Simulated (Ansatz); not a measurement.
# BSbH4 (SMILES [BH2][SbH2]): single points off equilibrium

How do the functionals fare away from a minimum? The structure is a structure displaced at random from a GFN2-xTB minimum.

The runs use Ansatz 0.2.0, Gaussian basis; single points in def2-TZVPP.

Correlated methods freeze the cores. Filled d shells of the heavier atoms are correlated. Core potentials replace the inner electrons past krypton, and spin-orbit coupling is left out.

## (1) Starting geometry

SMILES `[BH2][SbH2]`, 6 atoms, charge 0, spin multiplicity 1.

Atoms are counted from 1 here; the program's logs count them from 0.

Bond lengths: B1–Sb2 2.120 Å, B1–H3 1.080 Å, B1–H4 1.031 Å, Sb2–H5 1.989 Å, Sb2–H6 1.786 Å. Angles: Sb2–B1–H3 123.3°, Sb2–B1–H4 120.5°, H3–B1–H4 115.7°, B1–Sb2–H5 98.1°, B1–Sb2–H6 90.6°, H5–Sb2–H6 89.7°.

Coordinates:

```xyz
6
charge 0, multiplicity 1
B     0.1011   -1.0002    0.2938
Sb    0.7403    1.0034    0.0275
H    -0.1500   -1.4194    1.2572
H     0.1416   -1.6704   -0.4888
H    -0.0997    1.3312   -1.7459
H    -0.7393    1.6021    0.8299
```

## (2) CCSD(T)/def2-TZVPP

File run/in.yaml:

```yaml
crystal:
  periodic: [false, false, false]
  atoms:
    - {symbol: B, position_ang: [0.101100, -1.000200, 0.293800]}
    - {symbol: Sb, position_ang: [0.740300, 1.003400, 0.027500]}
    - {symbol: H, position_ang: [-0.150000, -1.419400, 1.257200]}
    - {symbol: H, position_ang: [0.141600, -1.670400, -0.488800]}
    - {symbol: H, position_ang: [-0.099700, 1.331200, -1.745900]}
    - {symbol: H, position_ang: [-0.739300, 1.602100, 0.829900]}
basis:
  gaussian: {orbitals: def2-TZVPP}
correlation: {method: ccsd_t}
output: {forces: true}
```

No record of the launch command was kept for these runs.

## (3) PBE0-D4/def2-TZVPP

Edit run/in.yaml of step 2 so:

```diff
@@ -11,3 +11,3 @@
   gaussian: {orbitals: def2-TZVPP}
-correlation: {method: ccsd_t}
-output: {forces: true}
+hamiltonian: {xc: pbe0, dispersion: d4}
+output: {forces: true, orbitals: {seedname: orbitals}}
```

## (4) wB97M-V/def2-TZVPP

Edit run/in.yaml of step 3 so:

```diff
@@ -11,3 +11,3 @@
   gaussian: {orbitals: def2-TZVPP}
-hamiltonian: {xc: pbe0, dispersion: d4}
-output: {forces: true, orbitals: {seedname: orbitals}}
+hamiltonian: {xc: {name: wB97M-V}}
+output: {forces: true}
```

## (5) r2SCAN-D4/def2-TZVPP

Edit run/in.yaml of step 4 so:

```diff
@@ -11,3 +11,3 @@
   gaussian: {orbitals: def2-TZVPP}
-hamiltonian: {xc: {name: wB97M-V}}
+hamiltonian: {xc: r2scan, dispersion: d4}
 output: {forces: true}
```

## (6) PBE-D4/def2-TZVPP

Edit run/in.yaml of step 5 so:

```diff
@@ -11,3 +11,3 @@
   gaussian: {orbitals: def2-TZVPP}
-hamiltonian: {xc: r2scan, dispersion: d4}
+hamiltonian: {xc: pbe, dispersion: d4}
 output: {forces: true}
```

## (7) CAM-B3LYP-D4/def2-TZVPP

Edit run/in.yaml of step 6 so:

```diff
@@ -11,3 +11,3 @@
   gaussian: {orbitals: def2-TZVPP}
-hamiltonian: {xc: pbe, dispersion: d4}
+hamiltonian: {xc: {name: CAM-B3LYP}, dispersion: d4}
 output: {forces: true}
```

## (8) LC-wPBE/def2-TZVPP

Edit run/in.yaml of step 7 so:

```diff
@@ -11,3 +11,3 @@
   gaussian: {orbitals: def2-TZVPP}
-hamiltonian: {xc: {name: CAM-B3LYP}, dispersion: d4}
+hamiltonian: {xc: {name: LC-wPBE}}
 output: {forces: true}
```

(Steps that only read results are left out.)

Q: Predict the outcome of this session. Wanted: energy less free atoms, CCSD(T)/def2-TZVPP; RMS force component; RMS force error; HOMO and LUMO, PBE0-D4; T1 diagnostic.

The runs gave:

```
                                  quantity                                                                                                value
energy less free atoms, CCSD(T)/def2-TZVPP                                                                                       -1390.8 kJ/mol
                       RMS force component                                                                 2.017 to 2.130 eV/Å over the methods
                           RMS force error  PBE0-D4 0.048, wB97M-V 0.078, r2SCAN-D4 0.056, PBE-D4 0.158, CAM-B3LYP-D4 0.068, LC-wPBE 0.135 eV/Å
                    HOMO and LUMO, PBE0-D4                                                                                   -7.30 and -2.32 eV
                             T1 diagnostic                                                                                                0.016
```

Against CCSD(T) the functionals' energies less atoms differ by -63.8 to -3.7 kJ/mol, PBE-D4 by -53.6 kJ/mol. The reference is not at the basis limit: in triple zeta CCSD(T) underbinds, which counts against methods that bind more; the gaps are no ranking. On forces the order runs from PBE0-D4 to PBE-D4. Frozen-core CCSD(T) forces in triple zeta carry basis errors of their own, and this is one geometry, so small gaps rank nothing.
